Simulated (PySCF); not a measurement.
# [WH5]-: singlet, from a trigonal bipyramidal start

Aim: relax [WH5]- as a singlet from a trigonal bipyramidal start, check by its vibrations whether the end is a minimum, and collect its spectrum and constants.

The runs use PySCF 2.14.0; PBE0, basis W def2-TZVPD with ECP60, H def2-TZVPD, scalar-relativistic core potentials, no spin–orbit coupling, density fitting.

### 1 The system as given

6 atoms, charge -1, spin multiplicity 1.

Bond lengths: W1–H2 1.690 Å, W1–H3 1.690 Å, W1–H4 1.690 Å, W1–H5 1.690 Å, W1–H6 1.690 Å. Angles: H2–W1–H3 180.0°, H2–W1–H4 90.0°, H2–W1–H5 90.0°, H2–W1–H6 90.0°, H3–W1–H4 90.0°, H3–W1–H5 90.0°, H3–W1–H6 90.0°, H4–W1–H5 120.0°, H4–W1–H6 120.0°, H5–W1–H6 120.0°.

```xyz
6
charge -1 multiplicity 1
W     0.0000    0.0000    0.0000
H     0.0000    0.0000    1.6900
H     0.0000    0.0000   -1.6900
H     1.6900    0.0000    0.0000
H    -0.8450    1.4636    0.0000
H    -0.8450   -1.4636    0.0000
```

### 2 The SCF at the typed geometry

The steps below are one call of a driver around PySCF. For each, scf.py gives the equivalent set-up of the SCF; relaxations use the driver's own optimiser. After this first run the driver tries any further starts and a stability analysis.

scf.py reads:

```python
from pyscf import gto, scf, dft
mol = gto.M(atom='''
W      0.000000     0.000000     0.000000
H      0.000000     0.000000     1.690000
H      0.000000     0.000000    -1.690000
H      1.690000     0.000000     0.000000
H     -0.845000     1.463600     0.000000
H     -0.845000    -1.463600     0.000000''',
    basis={'W': 'def2-TZVPD', 'H': 'def2-TZVPD'},
    ecp={'W': 'def2-TZVPD'},
    charge=-1, spin=0)
mf = dft.RKS(mol, xc='PBE0')
mf.grids.atom_grid = (50, 194)
aux = {'W': 'def2-universal-JKFIT', 'H': 'def2-universal-JKFIT'}
mf = mf.density_fit(auxbasis=aux)
mf.conv_tol = 1e-08
mf.diis_space = 10
mf.max_cycle = 60
mf.init_guess = 'minao'
mf.verbose = 4
mf.kernel()
```

Command:

```
> OMP_NUM_THREADS=2 python axn.py task.json out
```

Standard output:

```text
init E= -49.7410946714788
cycle= 1 E= -69.8685774778059  delta_E= -20.1  |g|= 0.394  |ddm|= 8.36
  HOMO = 0.0813265901720515  LUMO = 0.131325490449095  gap/eV = 1.36054
cycle= 2 E= -69.9168484588549  delta_E= -0.0483  |g|= 0.148  |ddm|= 0.834
  HOMO = -0.00345237289783196  LUMO = 0.0640454421258725  gap/eV = 1.83671
cycle= 3 E= -69.9188137567885  delta_E= -0.00197  |g|= 0.162  |ddm|= 0.361
  HOMO = 0.0216763767848396  LUMO = 0.0888993140837577  gap/eV = 1.82923
cycle= 4 E= -69.9262663047348  delta_E= -0.00745  |g|= 0.0175  |ddm|= 0.169
  HOMO = 0.020551505943037  LUMO = 0.0881519632064856  gap/eV = 1.83950
cycle= 5 E= -69.9263373562788  delta_E= -7.11e-05  |g|= 0.00509  |ddm|= 0.02
  HOMO = 0.0207205456764363  LUMO = 0.0883790566048863  gap/eV = 1.84108
cycle= 6 E= -69.926343619893  delta_E= -6.26e-06  |g|= 0.00131  |ddm|= 0.00565
  HOMO = 0.0206181180309337  LUMO = 0.0882826686084579  gap/eV = 1.84125
cycle= 7 E= -69.9263441484589  delta_E= -5.29e-07  |g|= 0.000206  |ddm|= 0.00171
  HOMO = 0.0205676876629921  LUMO = 0.0882473973326872  gap/eV = 1.84166
cycle= 8 E= -69.9263441660068  delta_E= -1.75e-08  |g|= 1.83e-05  |ddm|= 0.000341
  HOMO = 0.0205707796976933  LUMO = 0.0882526659484095  gap/eV = 1.84172
cycle= 9 E= -69.9263441661741  delta_E= -1.67e-10  |g|= 2.31e-06  |ddm|= 3.85e-05
  HOMO = 0.0205714268837243  LUMO = 0.088253230146023  gap/eV = 1.84172
Extra cycle  E= -69.9263441661732  delta_E= 8.53e-13  |g|= 3.24e-06  |ddm|= 7.18e-06
converged SCF energy = -69.9263441661732
```

This step, with its further starts and checks, ran for 6.7 s (2 threads of Arm Neoverse V2, shared host).

Energies from each starting density:

| start | energy (Eh) |
| --- | --- |
| the minimal-basis guess | -69.926344 |
| a thermally smeared density | -69.926523 |
| a smeared PBE density | -69.926344 |

This is not the lowest solution: one lies 0.5 kJ/mol lower, at -69.92652 Eh, and the relaxation starts from that.

### 3 Trigonal bipyramidal start, singlet: relaxation

The program finds D3h symmetry in the start, which this walk keeps. The walk stops when the largest gradient is under 0.0003 Eh/bohr and the energy has settled too.

scf.py, as its differences from that of step 2:

```diff
@@ -6,3 +6,3 @@
-H      1.690000     0.000000     0.000000
-H     -0.845000     1.463600     0.000000
-H     -0.845000    -1.463600     0.000000''',
+H      1.690010     0.000000     0.000000
+H     -0.845005     1.463591     0.000000
+H     -0.845005    -1.463591     0.000000''',
@@ -19 +18,0 @@
-mf.init_guess = 'minao'
```

Steps of the walk:

| step | energy (Eh) | change (kJ/mol) | largest symmetric gradient (Eh/bohr) |
| --- | --- | --- | --- |
| 0 | -69.926524 | 0.00 | 0.04111 |
| 1 | -69.934984 | -22.21 | 0.01854 |
| 2 | -69.937539 | -28.92 | 0.00419 |
| 3 | -69.937680 | -29.29 | 0.00071 |
| 4 | -69.937685 | -29.30 | 0.00029 |
| 5 | -69.937686 | -29.31 | 0.00012 |

The walk took 7.8 s.

Geometry (Å) and forces (eV/Å) at some steps, with the part that breaks the symmetry left in:

```
step 0
W    0.000   0.000   0.000  -0.567   0.000   0.000
H    0.000   0.000   1.690   0.153   0.000   2.114
H    0.000   0.000  -1.690   0.153   0.000  -2.114
H    1.690   0.000   0.000   0.925   0.000   0.000
H   -0.845   1.464   0.000  -0.332   0.322   0.000
H   -0.845  -1.464   0.000  -0.332  -0.322   0.000
step 1
W    0.000   0.000   0.000  -0.493   0.000   0.000
H    0.000   0.000   1.758   0.142   0.000   0.953
H    0.000   0.000  -1.758   0.142   0.000  -0.953
H    1.709   0.000   0.000   0.580   0.000   0.000
H   -0.855   1.480   0.000  -0.185   0.042   0.000
H   -0.855  -1.480   0.000  -0.185  -0.042   0.000
step 3
W    0.000   0.000   0.000  -0.427   0.000   0.000
H    0.000   0.000   1.827   0.133   0.000   0.036
H    0.000   0.000  -1.827   0.133   0.000  -0.036
H    1.728   0.000   0.000   0.262   0.000   0.000
H   -0.864   1.497   0.000  -0.050  -0.214   0.000
H   -0.864  -1.497   0.000  -0.050   0.214   0.000
step 5
W    0.000   0.000   0.000  -0.429   0.000   0.000
H    0.000   0.000   1.831   0.132   0.000  -0.001
H    0.000   0.000  -1.831   0.132   0.000   0.001
H    1.727   0.000   0.000   0.277   0.000   0.000
H   -0.864   1.496   0.000  -0.056  -0.203   0.000
H   -0.864  -1.496   0.000  -0.056   0.203   0.000
```

It settles in D3h symmetry, 29.3 kJ/mol below the start, after 5 steps: W–H 1.727 Å (×3), W–H 1.831 Å (×2); H–W–H 90.0° (×6), H–W–H 120.0° (×3), H–W–H 180.0°. A gradient of 0.0083 Eh/bohr that breaks the symmetry is left: this electronic state wants a lower symmetry.

### 4 Relaxing without the symmetry constraint

The geometry is nudged along the force that breaks the symmetry.

The program finds C2v symmetry in the start, which may break.

scf.py, as its differences from that of step 3:

```diff
@@ -3,6 +3,6 @@
-W      0.000000     0.000000     0.000000
-H      0.000000     0.000000     1.690000
-H      0.000000     0.000000    -1.690000
-H      1.690010     0.000000     0.000000
-H     -0.845005     1.463591     0.000000
-H     -0.845005    -1.463591     0.000000''',
+W     -0.001069    -0.000000     0.000000
+H      0.042624     0.000000     1.830835
+H      0.042624     0.000000    -1.830835
+H      1.781140     0.000000    -0.000000
+H     -0.835675     1.480093     0.000000
+H     -0.835675    -1.480093    -0.000000''',
```

Steps of the walk:

| step | energy (Eh) | change (kJ/mol) | largest gradient (Eh/bohr) |
| --- | --- | --- | --- |
| 0 | -69.937699 | 0.00 | 0.01281 |
| 1 | -69.939502 | -4.73 | 0.00720 |
| 2 | -69.942353 | -12.22 | 0.01049 |
| 3 | -69.947263 | -25.11 | 0.01390 |
| 4 | -69.953299 | -40.96 | 0.01320 |
| 5 | -69.963247 | -67.08 | 0.02712 |
| 6 | -69.966089 | -74.54 | 0.01621 |
| 7 | -69.969343 | -83.08 | 0.00860 |
| 8 | -69.969467 | -83.41 | 0.00139 |
| 9 | -69.969477 | -83.43 | 0.00067 |
| 10 | -69.969480 | -83.44 | 0.00010 |

The walk took 15 s.

Positions (Å) and forces (eV/Å) along the way:

```
step 0
W   -0.001   0.000   0.000   0.659   0.000   0.000
H    0.043   0.000   1.831   0.224   0.000  -0.023
H    0.043   0.000  -1.831   0.224   0.000   0.023
H    1.781   0.000   0.000  -0.469   0.000   0.000
H   -0.836   1.480   0.000  -0.319   0.112   0.000
H   -0.836  -1.480   0.000  -0.319  -0.112   0.000
step 1
W   -0.001   0.000   0.000  -0.055   0.000   0.002
H    0.086   0.000   1.829   0.370   0.000  -0.063
H    0.086   0.000  -1.829   0.370   0.000   0.061
H    1.762   0.000   0.000  -0.265   0.000   0.000
H   -0.870   1.471   0.000  -0.210   0.072   0.000
H   -0.870  -1.471   0.000  -0.210  -0.072   0.000
step 5
W   -0.191   0.000   0.000   1.395   0.000   0.009
H    0.547   0.000   1.697  -0.427   0.000  -1.089
H    0.547   0.000  -1.696  -0.425   0.000   1.079
H    1.539   0.000  -0.001  -0.205   0.000   0.001
H   -1.124   1.470   0.000  -0.169   0.036  -0.001
H   -1.124  -1.470   0.000  -0.169  -0.036  -0.001
step 10
W   -0.170   0.000   0.000  -0.004   0.000   0.000
H    0.567   0.000   1.562   0.001   0.000   0.003
H    0.567   0.000  -1.561   0.001   0.000  -0.003
H    1.549   0.000   0.000   0.002   0.000   0.000
H   -1.160   1.456   0.000  -0.001  -0.005   0.000
H   -1.160  -1.456   0.000  -0.001   0.005   0.000
```

After 10 steps and 83.4 kJ/mol it ends at C2v: W–H 1.719 Å, W–H 1.727 Å (×2), W–H 1.761 Å (×2); H–W–H 64.7° (×2), H–W–H 103.9° (×4), H–W–H 111.6°, H–W–H 124.2° (×2), H–W–H 129.5°.

### 5 Frequencies

On the finer grid the gradient is checked again; gradients at displacements of ±0.02 bohr then give force constants and infrared intensities.

scf.py, as its differences from that of step 4:

```diff
@@ -3,6 +3,6 @@
-W     -0.001069    -0.000000     0.000000
-H      0.042624     0.000000     1.830835
-H      0.042624     0.000000    -1.830835
-H      1.781140     0.000000    -0.000000
-H     -0.835675     1.480093     0.000000
-H     -0.835675    -1.480093    -0.000000''',
+W     -0.005712    -0.000000    -0.000001
+H      0.729956     0.000000     1.562368
+H      0.730231     0.000000    -1.562239
+H      1.713341     0.000000     0.000151
+H     -0.997306     1.454622    -0.000088
+H     -0.997306    -1.454622    -0.000088''',
@@ -13 +13 @@
-mf.grids.atom_grid = (50, 194)
+mf.grids.atom_grid = (75, 302)
@@ -16 +16 @@
-mf.conv_tol = 1e-08
+mf.conv_tol = 1e-10
```

This SCF starts from the last density.

Log of the central SCF (cycles and frontier levels):

```text
init E= -69.9694535668067
  HOMO = 0.0375965156198954  LUMO = 0.116050000625295  gap/eV = 2.13483
cycle= 1 E= -69.9694535668039  delta_E= 2.81e-12  |g|= 3.89e-06  |ddm|= 5.33e-06
  HOMO = 0.0375950893432901  LUMO = 0.116049357830045  gap/eV = 2.13485
Extra cycle  E= -69.9694535667915  delta_E= 1.24e-11  |g|= 7.82e-06  |ddm|= 9.97e-06
converged SCF energy = -69.9694535667915
```

The whole step took 48 s.

Geometry: C2v; W–H 1.719 Å, W–H 1.727 Å (×2), W–H 1.760 Å (×2); H–W–H 64.8° (×2), H–W–H 103.9° (×4), H–W–H 111.4°, H–W–H 124.3° (×2), H–W–H 129.6°.

Harmonic modes (main isotopes):

```tsv
symmetry	ω (cm⁻¹)	IR (km/mol)	type
a2	221i	0.0	bend
b2	276	176	bend
b1	336	108	bend
a1	702	81.0	bend
b1	798	9.8	bend
a1	921	14.3	bend
b2	984	39.3	bend
b1	1759	328	stretch
a1	1775	361	stretch
b2	1805	488	stretch
a1	1840	240	stretch
a1	1925	143	stretch
```

With 1 mode imaginary (up to 221i cm⁻¹) this point is a saddle.

Constants and moments:

* Dipole moment about the centre of mass: 1.03 D
* Highest occupied level: 1.02 eV
* Lowest empty level: 3.16 eV
* Rotational constants: 1.835, 1.635, 1.538 cm⁻¹
* Zero-point energy (real modes): 78.5 kJ/mol
* Principal polarisabilities: 65.0, 88.6, 95.2 bohr³
* Principal traceless quadrupole moments about the centre of mass: -2.60, 0.53, 2.07 D Å

Charges (e) and bond orders:

| atom | Mulliken | Löwdin | polar tensor | Mayer order to W1 |
| --- | --- | --- | --- | --- |
| W1 | 0.20 | 0.10 | 0.52 | – |
| H2,3 | -0.21 | -0.22 | -0.27 | 1.00 |
| H4 | -0.18 | -0.20 | -0.24 | 0.86 |
| H5,6 | -0.31 | -0.23 | -0.37 | 1.00 |

Outer orbital energies (eV). occupied: -37.86, -37.54, -5.30, -3.30, -3.25, -2.48, -2.24, 1.02; empty: 3.16, 3.26, 3.31, 4.80.

Mulliken populations on W1 (outside its core potential): s 3.02, p 6.26, d 4.49, f 0.03.

### 6 Following the imaginary mode

The start is the last point, displaced along its most imaginary mode.

The program finds C2 symmetry in the start, which this walk keeps.

scf.py, as its differences from that of step 5:

```diff
@@ -3,6 +3,6 @@
-W     -0.005712    -0.000000    -0.000001
-H      0.729956     0.000000     1.562368
-H      0.730231     0.000000    -1.562239
-H      1.713341     0.000000     0.000151
-H     -0.997306     1.454622    -0.000088
-H     -0.997306    -1.454622    -0.000088''',
+W     -0.006439    -0.000000    -0.000001
+H      0.729229    -0.111729     1.562368
+H      0.729504     0.111729    -1.562239
+H      1.712614     0.000000     0.000151
+H     -0.998023     1.454622    -0.120088
+H     -0.998044    -1.454622     0.119912''',
@@ -13 +13 @@
-mf.grids.atom_grid = (75, 302)
+mf.grids.atom_grid = (50, 194)
@@ -16 +16 @@
-mf.conv_tol = 1e-10
+mf.conv_tol = 1e-08
```

Energy and gradient, step by step:

| step | energy (Eh) | change (kJ/mol) | largest symmetric gradient (Eh/bohr) |
| --- | --- | --- | --- |
| 0 | -69.969613 | 0.00 | 0.00101 |
| 1 | -69.969630 | -0.05 | 0.00053 |
| 2 | -69.969649 | -0.09 | 0.00031 |
| 3 | -69.969659 | -0.12 | 0.00053 |
| 4 | -69.969715 | -0.27 | 0.00128 |
| 5 | -69.969742 | -0.34 | 0.00114 |
| 6 | -69.969761 | -0.39 | 0.00064 |
| 7 | -69.969769 | -0.41 | 0.00006 |

The walk ran for 12 s (2 threads of Arm Neoverse V2, shared host).

Geometry (Å) and forces (eV/Å) at some steps:

```
step 0
W   -0.006   0.000   0.000  -0.010   0.000   0.000
H    0.729  -0.112   1.562  -0.018  -0.011  -0.045
H    0.730   0.112  -1.562  -0.018   0.011   0.045
H    1.713   0.000   0.000  -0.013   0.000   0.000
H   -0.998   1.455  -0.120   0.029  -0.052  -0.010
H   -0.998  -1.455   0.120   0.029   0.052   0.010
step 1
W   -0.006   0.000   0.000  -0.009   0.000   0.000
H    0.729  -0.114   1.561  -0.008  -0.012  -0.024
H    0.729   0.114  -1.560  -0.008   0.012   0.024
H    1.712   0.000   0.000  -0.005   0.000   0.000
H   -0.997   1.452  -0.122   0.016  -0.027  -0.012
H   -0.998  -1.452   0.122   0.016   0.027   0.012
step 4
W   -0.007   0.000   0.000   0.037   0.000   0.000
H    0.728  -0.171   1.548   0.016  -0.015   0.062
H    0.729   0.171  -1.548   0.016   0.015  -0.062
H    1.710   0.000   0.000   0.004   0.000   0.000
H   -0.995   1.437  -0.183  -0.036   0.066  -0.017
H   -0.995  -1.437   0.183  -0.036  -0.066   0.017
step 7
W   -0.006   0.000   0.000  -0.002   0.000   0.000
H    0.727  -0.205   1.551  -0.001   0.001   0.000
H    0.727   0.205  -1.551  -0.001  -0.001   0.000
H    1.711   0.000   0.000  -0.001   0.000   0.000
H   -0.995   1.439  -0.220   0.003  -0.003   0.001
H   -0.995  -1.439   0.219   0.003   0.003  -0.001
```

End point (C2, 7 steps, 0.4 kJ/mol gained): W–H 1.717 Å, W–H 1.727 Å (×2), W–H 1.760 Å (×2); H–W–H 64.9° (×2), H–W–H 91.7° (×2), H–W–H 111.6°, H–W–H 116.6° (×2), H–W–H 124.2° (×2), H–W–H 129.8°.

### 7 Is it a minimum? Harmonic modes

As before: finer grid, then central differences.

scf.py, as its differences from that of step 6:

```diff
@@ -3,6 +3,6 @@
-W     -0.006439    -0.000000    -0.000001
-H      0.729229    -0.111729     1.562368
-H      0.729504     0.111729    -1.562239
-H      1.712614     0.000000     0.000151
-H     -0.998023     1.454622    -0.120088
-H     -0.998044    -1.454622     0.119912''',
+W     -0.006424    -0.000000    -0.000001
+H      0.726314    -0.204617     1.550953
+H      0.726587     0.204617    -1.550825
+H      1.710333     0.000000     0.000150
+H     -0.995345     1.438704    -0.219518
+H     -0.995383    -1.438704     0.219343''',
@@ -13 +13 @@
-mf.grids.atom_grid = (50, 194)
+mf.grids.atom_grid = (75, 302)
@@ -16 +16 @@
-mf.conv_tol = 1e-08
+mf.conv_tol = 1e-10
```

SCF at the final geometry:

```text
init E= -69.9697415080177
  HOMO = 0.0340503153520824  LUMO = 0.114213843174176  gap/eV = 2.18136
cycle= 1 E= -69.9697415080175  delta_E= 1.99e-13  |g|= 4.19e-07  |ddm|= 8.69e-07
  HOMO = 0.0340502398424878  LUMO = 0.114213797307788  gap/eV = 2.18136
Extra cycle  E= -69.9697415080184  delta_E= -8.95e-13  |g|= 6.77e-07  |ddm|= 1.31e-06
converged SCF energy = -69.9697415080184
```

The whole step took 51 s.

Geometry: C2; W–H 1.717 Å, W–H 1.727 Å (×2), W–H 1.760 Å (×2); H–W–H 64.9° (×2), H–W–H 91.7° (×2), H–W–H 111.6°, H–W–H 116.6° (×2), H–W–H 124.2° (×2), H–W–H 129.8°.

Modes, for the most abundant isotopes:

```csv
symmetry,ω (cm⁻¹),IR (km/mol),type
b,161,111,bend
a,300,0.6,bend
b,506,73.3,bend
a,677,43.9,bend
b,789,3.5,bend
a,912,20.3,bend
b,986,50.9,bend
b,1763,242,stretch
a,1774,334,stretch
b,1812,674,stretch
a,1845,121,stretch
a,1927,175,stretch
```

Every mode is real; the point is a minimum.

Properties at this point:

| Quantity | Value |
| --- | --- |
| Dipole moment about the centre of mass | 1.00 D |
| Highest occupied level | 0.93 eV |
| Lowest empty level | 3.11 eV |
| Rotational constants | 1.832, 1.813, 1.412 cm⁻¹ |
| Zero-point energy | 80.5 kJ/mol |
| Principal polarisabilities | 72.4, 74.5, 114.6 bohr³ |
| Principal traceless quadrupole moments about the centre of mass | -2.69, 0.44, 2.26 D Å |
| Entropy at 298.15 K and 1 bar | 268.4 J/(mol K) |
| Heat capacity Cp at 298.15 K | 64.0 J/(mol K) |
| Enthalpy at 298.15 K above 0 K | 14.02 kJ/mol |
| Rotational symmetry number | 2 |

Charges (e) and bond orders:

```
atom  Mulliken  Löwdin  polar tensor  Mayer order to W1
  W1      0.17    0.09          0.38                  –
H2,3     -0.19   -0.21         -0.26               0.95
  H4     -0.18   -0.20         -0.21               0.86
H5,6     -0.31   -0.23         -0.32               0.98
```

Outer orbital energies (eV). occupied: -38.01, -37.66, -5.41, -3.34, -3.27, -2.51, -2.36, 0.93; empty: 3.11, 3.18, 3.32, 4.77.

Mulliken populations on W1 (outside its core potential): s 3.10, p 6.24, d 4.46, f 0.03.

### 8 Would spin polarisation lower it?

At the lowest minimum the closed shell is tested against spin polarisation, on the (50, 194) grid. It is unstable: an open-shell solution lies lower. That solution was not followed to a minimum here.

### 9 All stationary points

| spin | group | bonds | imaginary modes (cm⁻¹) | ΔE (kJ/mol) | with zero-point energy |
| --- | --- | --- | --- | --- | --- |
| singlet | C2 | W–H 1.717 Å, W–H 1.727 Å (×2), W–H 1.760 Å (×2) | none | 0.0 | 0.0 |
| singlet | C2v | W–H 1.719 Å, W–H 1.727 Å (×2), W–H 1.760 Å (×2) | 221i | 0.8 | – |

### 10 Results

```
                            quantity                                                                                                                                                  value
                             minimum                                                                                         singlet, C2 (closed shell, unstable towards spin polarisation)
                            geometry  W–H 1.717 Å, W–H 1.727 Å (×2), W–H 1.760 Å (×2); H–W–H 64.9° (×2), H–W–H 91.7° (×2), H–W–H 111.6°, H–W–H 116.6° (×2), H–W–H 124.2° (×2), H–W–H 129.8°
                  wavenumbers (cm⁻¹)                                        161 (b), 300 (a), 506 (b), 677 (a), 789 (b), 912 (a), 986 (b), 1763 (b), 1774 (a), 1812 (b), 1845 (a), 1927 (a)
      dipole moment (centre of mass)                                                                                                                                                 1.00 D
highest occupied, lowest empty level                                                                                                                                          0.93, 3.11 eV
           polar-tensor charge of W1                                                                                                                                                +0.38 e
                   zero-point energy                                                                                                                                            80.5 kJ/mol
```

**Reading.** The trigonal bipyramidal start (D3h) ends in a minimum of C2 symmetry, after a stop at a saddle point 0.8 kJ/mol higher, from which it was pushed off along an imaginary mode. In the infrared the band at 1812 cm⁻¹ (b, stretch) leads. Only this shape and spin were tried, so other structures or states may lie lower. A highest occupied level above zero is common for anions with such functionals; it warns that the extra electron is poorly described. Spin polarisation would lower this closed shell, so its numbers describe a constrained state. With an element this heavy the missing spin–orbit coupling can shift these numbers.

The anion's highest level is positive in at least one run, so there the basis alone may hold the extra electron.

The search up to here ran for 2.4 min (2 threads of Arm Neoverse V2, shared host).
